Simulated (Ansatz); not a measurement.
TePb, space group Fm-3m, a dielectric-dependent hybrid calculation

With Ansatz's Python interface.

Notebook, run cell by cell (the value of a cell's last expression is shown):

In [1]:
```python
import ansatz as az
import numpy as np
```

In [2]:
```python
def count_gap(report):
    # lowest empty less highest filled band, counting bands; zero where they overlap
    return max(report.get("gap_by_band_count_ev") or 0.0, 0.0)
```

In [3]:
```python
system = (
    az.Lattice.fcc(6.462)
    .space_group(225)
    .atom("Te", [0.5, 0.0, 0.0])
    .atom("Pb", [0.0, 0.0, 0.0])
    .primitive()
)

len(system.resolved().sites)
```
Out [3]:
```text
2
```

In [4]:
```python
model = (
    system.calculation()
    .kpoints(4, center="gamma")
    .occupations("fixed")
    .band_table()
)
semilocal = model.functional("pbe").run().report
hybrid = model.functional(exchange="pbe", correlation="pbe", exact_fraction="inverse_dielectric").run().report
alpha = hybrid["hybrid"]["exact_exchange_fraction"]
print(f"fraction of exact exchange {alpha:.4f}, so eps_inf = {1 / alpha:.2f}")
print(f"gap by band count: {count_gap(semilocal):.3f} eV semilocal, {count_gap(hybrid):.3f} eV hybrid")
```
```text
DeckWarning: basis.ecutwfc = 420 eV, auto-derived from the records' recommended cutoffs: set by Te (normal level)
fraction of exact exchange 0.0350, so eps_inf = 28.61
gap by band count: 0.730 eV semilocal, 0.859 eV hybrid
```

The fraction is 0.0350, one over a mean dielectric constant (a third of the trace) of 28.61. It opens the gap from 0.730 to 0.859 eV, by 0.13 eV.

Caveats:
- The k-point mesh is coarse, and energy and stress weren't tested for convergence.
- The structure is a deposited one; some such entries were measured under pressure or heat, so a shift against it needn't be the functional's error alone.
- Levels are Kohn-Sham eigenvalues on this mesh, without spin-orbit coupling.
- Warnings are shown shortened and without file and line.
- The gaps are those of a coarse mesh; the run finds the dielectric constant of the semilocal functional on meshes of its own.
- Wall time of the script: 65 s on 1 thread of Intel(R) Xeon(R) Processor @ 2.30GHz, on a shared host, peak memory 1.3 GiB.
